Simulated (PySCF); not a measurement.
# BF3OEt2: NMR shifts

Wanted: the NMR shifts of BF3OEt2 (`CC[O+](CC)[B-](F)(F)F`), by calculation.

The runs use PySCF 2.14.0, with density-fitted response routines of our own; the level of theory stands in each step. All values are computed, except where a source is named. Atoms count from 0, in the outputs and in this text.

**1. The molecule as given**

19 atoms, charge 0, multiplicity 1; geometry from: PBE0-D3(BJ)/def2-SVP.

Bonds of the start (Å): C0–C1 1.51, C1–O2 1.44, O2–C3 1.44, C3–C4 1.51, O2–B5 1.65, B5–F6 1.36, B5–F7 1.36, B5–F8 1.36, C0–H9 1.10, C0–H10 1.10, C0–H11 1.10, C1–H12 1.10, C1–H13 1.10, C3–H14 1.10, C3–H15 1.10, C4–H16 1.10, C4–H17 1.10, C4–H18 1.10.

**2. Nuclear shieldings: PBE0/pcSseg-3**

The job: settings as JSON, then the geometry in Å.

```
{"job": {"kind": "nmr", "xc": "PBE0", "basis": "pcSseg-3", "pop": false}, "charge": 0, "multiplicity": 1}
C      2.014884    -0.680652    -1.156676
C      1.122361    -0.557505     0.050801
O      0.053077     0.370004    -0.205509
C     -1.216990    -0.165247    -0.611383
C     -2.052072    -0.616112     0.561596
B      0.115674     1.805037     0.614059
F     -0.018899     1.450859     1.921973
F     -0.936453     2.489033     0.097700
F      1.347464     2.272349     0.287892
H      2.843636    -1.371427    -0.941522
H      1.467241    -1.066915    -2.029580
H      2.434114     0.303057    -1.409292
H      0.674251    -1.518504     0.346925
H      1.661730    -0.159984     0.919870
H     -1.704072     0.647044    -1.164215
H     -1.004074    -0.984145    -1.315582
H     -2.271728     0.229208     1.227061
H     -3.003150    -1.030324     0.195173
H     -1.546593    -1.397254     1.148878
```

Level: GIAO PBE0/pcSseg-3 NMR shielding, non-relativistic, gas phase.

**Question.** This job is followed by: GIAO HF/pcSseg-1 NMR shielding, non-relativistic, gas phase. Predict these results of the whole session: ¹³C shifts against TMS (PBE0/pcSseg-3, means over atoms taken as alike); ¹H shifts against TMS (PBE0/pcSseg-3, means over atoms taken as alike); ¹⁷O shifts against H2O (PBE0/pcSseg-3); ¹¹B shifts against BF3·OEt2 (PBE0/pcSseg-3); ¹⁹F shifts against CFCl3 (PBE0/pcSseg-3, means over atoms taken as alike); range of the shielding of O2.

The runs gave:

```
                                                                 quantity               value
  ¹³C shifts against TMS (PBE0/pcSseg-3, means over atoms taken as alike)      69.6, 13.8 ppm
   ¹H shifts against TMS (PBE0/pcSseg-3, means over atoms taken as alike)      3.96, 1.25 ppm
                                   ¹⁷O shifts against H2O (PBE0/pcSseg-3)            67.7 ppm
                              ¹¹B shifts against BF3·OEt2 (PBE0/pcSseg-3)             0.0 ppm
¹⁹F shifts against CFCl3 (PBE0/pcSseg-3, means over atoms taken as alike)          -164.4 ppm
                                             range of the shielding of O2  258.7 to 298.1 ppm
```

What this shows: At PBE0/pcSseg-3: Shielding is most anisotropic at O2 (span 99 ppm, paramagnetic term -127 ppm). Across the 2 runs the shielding of O2 moves most, between 258.7 (PBE0/pcSseg-3) and 298.1 ppm (HF/pcSseg-1).
